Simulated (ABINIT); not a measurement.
The system is SrScIr2.

```
CELL_PARAMETERS angstrom
4.38441 0.00000 0.00000
-2.19221 3.79701 0.00000
0.00000 0.00000 4.64015
ATOMIC_POSITIONS crystal
Sr 0.66667 0.33333 0.50000
Sc 0.33333 0.66667 0.50000
Ir 0.33333 0.66667 0.00000
Ir 0.66667 0.33333 0.00000
```

The cell was built by a generator and needn't be a form met in nature.

- Program: ABINIT 10.8.3 (patched build)
- Task: relaxation of cell and atoms
- Functional: PBE
- Potentials or basis: JTH PAW PBE v2.0
- Cutoff: 463 eV
- k mesh: 7 × 7 × 6
- Occupations: fermi-dirac, width 0.05 eV
- Spin: no spin polarisation

At the start: pressure 37.6 GPa; volume 19.31 Å³/atom.

Problem. How do energy, volume and symmetry change on relaxing?

Solution. Over 7 steps the energy falls by 594.5 meV/atom and the volume is 24.95 Å³/atom (+29.2 %); space group P-6m2 (No. 187, to 0.05 Å).

The path:
```tsv
step	energy change (eV)	largest force (eV/Å)	pressure (GPa)	volume (Å³)
1	0.0000	0.0000	37.57	77.25
2	-1.7689	0.0000	14.63	86.42
3	-2.2752	0.0000	5.21	94.07
4	-2.3769	0.0000	0.50	99.10
5	-2.3780	0.0000	0.05	99.68
6	-2.3780	0.0000	0.01	99.76
7	-2.3780	0.0000	-0.01	99.82
```

Final structure:
```cif
data_structure
_symmetry_space_group_name_H-M 'P 1'
_symmetry_Int_Tables_number 1
_cell_length_a 4.6629
_cell_length_b 4.6629
_cell_length_c 5.3011
_cell_angle_alpha 90.000
_cell_angle_beta 90.000
_cell_angle_gamma 120.000
_cell_volume 99.82
loop_
_atom_site_label
_atom_site_type_symbol
_atom_site_fract_x
_atom_site_fract_y
_atom_site_fract_z
_atom_site_occupancy
Sr1 Sr 0.66667 0.33333 0.50000 1
Sc1 Sc 0.33333 0.66667 0.50000 1
Ir1 Ir 0.33333 0.66667 0.00000 1
Ir2 Ir 0.66667 0.33333 0.00000 1
```

Caveat: the volume moved by over 15 % at a fixed basis, so the end points are rough; the atomic spheres overlap.
